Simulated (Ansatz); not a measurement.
# Ta2O5: the cost of one run

Computed with Ansatz 0.2.0 (DFT PBEsol, scalar-relativistic, plane waves, PAW, unless a step's input says otherwise).

## Step 1: The system as given

Symmetry: Pmmm, No. 47, orthorhombic system. The conventional cell has a = 3.677 Å, b = 3.897 Å, c = 6.217 Å, α = 90.00°, β = 90.00°, γ = 90.00°. Ta (site symmetry mmm) is surrounded by 6 O at 1.95 to 2.16 Å. Ta (site symmetry mmm) has 6 O at 1.84 to 1.98 Å as nearest neighbours. O (site symmetry mm2) is surrounded by 3 Ta at 1.98 to 2.16 Å. O (site symmetry mmm) is surrounded by 2 Ta at 1.95 Å. O (site symmetry mmm) is surrounded by 2 Ta at 1.84 Å.

Structure file:

```
CELL_PARAMETERS angstrom
3.67700 0.00000 0.00000
0.00000 3.89700 0.00000
0.00000 0.00000 6.21700
ATOMIC_POSITIONS crystal
Ta 0.50000 0.00000 0.50000
Ta 0.00000 0.00000 0.00000
O 0.00000 0.00000 0.31900
O 0.00000 0.00000 0.68100
O 0.50000 0.50000 0.50000
O 0.50000 0.00000 0.00000
O 0.00000 0.50000 0.00000
```

The structure comes from the Crystallography Open Database.

## Step 2: The base run

The input, input.yaml:

```yaml
crystal:
  lattice:
    - [3.677, 0.0, 0.0]
    - [0.0, 3.897, 0.0]
    - [0.0, 0.0, 6.217]
  atoms:
    - { symbol: Ta, position: [0.5, 0.0, 0.5] }
    - { symbol: Ta, position: [0.0, 0.0, 0.0] }
    - { symbol: O, position: [0.0, 0.0, 0.319] }
    - { symbol: O, position: [0.0, 0.0, 0.681] }
    - { symbol: O, position: [0.5, 0.5, 0.5] }
    - { symbol: O, position: [0.5, 0.0, 0.0] }
    - { symbol: O, position: [0.0, 0.5, 0.0] }
basis:
  ecutwfc: 500
  fft_grid_basis: typed
kpoints:
  mp_grid: { grid: [8, 6, 4] }
hamiltonian:
  xc: pbesol
  pseudopotentials: { kind: paw }
scf:
  occupations: { method: gaussian, width: 0.05 }
output:
  forces: true
  stress: true
  eigenvalues: true
  bader: true
  write_density: true
  volumetric_format: npy
  elf: true
```

On the command line:

```sh
$ ansatz run input.yaml --threads 2 --pin off --max-ram 4096MiB --backend cpu --events-out ev --progress --plain --runs-dir out
```

**Question.** How long does this run take on 2 threads of Arm Neoverse N1, shared host, and how much memory does it need?

About 72 s, with a peak of 0.47 GiB.
